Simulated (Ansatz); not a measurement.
# AlH4NOSi: how energies converge with the basis set

Aim: see how fast density functionals converge with the basis set for AlH4NOSi.

Program: Ansatz 0.2.0, Gaussian basis. Level of theory: one geometry, several basis sets. These are calculated values, not measurements.

Levels to be run: PBE0-D4/def2-SVP; ωB97M-V/def2-SVP; PBE0-D4/def2-QZVPP; ωB97M-V/def2-QZVPP; the functionals' def2-TZVPP values are taken from earlier runs.

### Step 1. Structure used throughout

All runs share one geometry, relaxed beforehand with PBE0-D4 in a triple-zeta def2 set.

8 atoms, charge 0, spin multiplicity 1.

Atoms are counted from 1 here; the program's logs count them from 0.

Bond lengths: N1–Al2 1.784 Å, N1–Si4 1.740 Å, N1–H5 1.003 Å, Al2–O3 1.736 Å, Al2–H6 1.567 Å, O3–Si4 1.662 Å, Si4–H7 1.488 Å, Si4–H8 1.488 Å. Angles: Al2–N1–Si4 87.7°, Al2–N1–H5 141.7°, Si4–N1–H5 130.6°, N1–Al2–O3 88.3°, N1–Al2–H6 139.2°, O3–Al2–H6 132.5°, Al2–O3–Si4 91.8°, N1–Si4–O3 92.2°, N1–Si4–H7 115.1°, N1–Si4–H8 115.1°, O3–Si4–H7 112.6° and more.

### Step 2. PBE0-D4 in def2-SVP

Contents of in.yaml:

```yaml
crystal:
  periodic: [false, false, false]
  atoms:
    - {symbol: N, position_ang: [-0.608910, 0.537886, -0.604220]}
    - {symbol: Al, position_ang: [0.359575, 1.175134, 0.751856]}
    - {symbol: O, position_ang: [0.954749, -0.434697, 1.015292]}
    - {symbol: Si, position_ang: [0.053372, -1.030993, -0.247784]}
    - {symbol: H, position_ang: [-1.259482, 0.827279, -1.310758]}
    - {symbol: H, position_ang: [0.636479, 2.536974, 1.475453]}
    - {symbol: H, position_ang: [0.895305, -1.618969, -1.323984]}
    - {symbol: H, position_ang: [-0.938989, -2.049713, 0.188345]}
basis:
  gaussian: {orbitals: def2-SVP}
hamiltonian: {xc: pbe0, dispersion: d4}
output: {orbitals: {seedname: orbitals}}
```

On the command line:

```bash
$ ansatz run in.yaml --threads 2 --pin off --events-out ev --progress --plain --max-ram 4352MiB
```

After this run come: ωB97M-V in def2-SVP; PBE0-D4 in def2-QZVPP; ωB97M-V in def2-QZVPP.

Q: Predict the results of all the runs planned. Wanted: PBE0-D4: double and triple zeta above quadruple; ωB97M-V: double and triple zeta above quadruple.

As calculated:

| quantity | value |
| --- | --- |
| PBE0-D4: double and triple zeta above quadruple | 10.52, 0.72 eV |
| ωB97M-V: double and triple zeta above quadruple | 10.58, 0.67 eV |

What this shows: PBE0-D4 gains 9.81 eV from double to triple zeta, then 0.72 eV more. Total energies overstate the basis error of differences, where much of it tends to cancel. The LUMO of ωB97M-V is positive and keeps falling with the basis (1.30 to 0.61 eV): an unbound level that the basis holds in place.
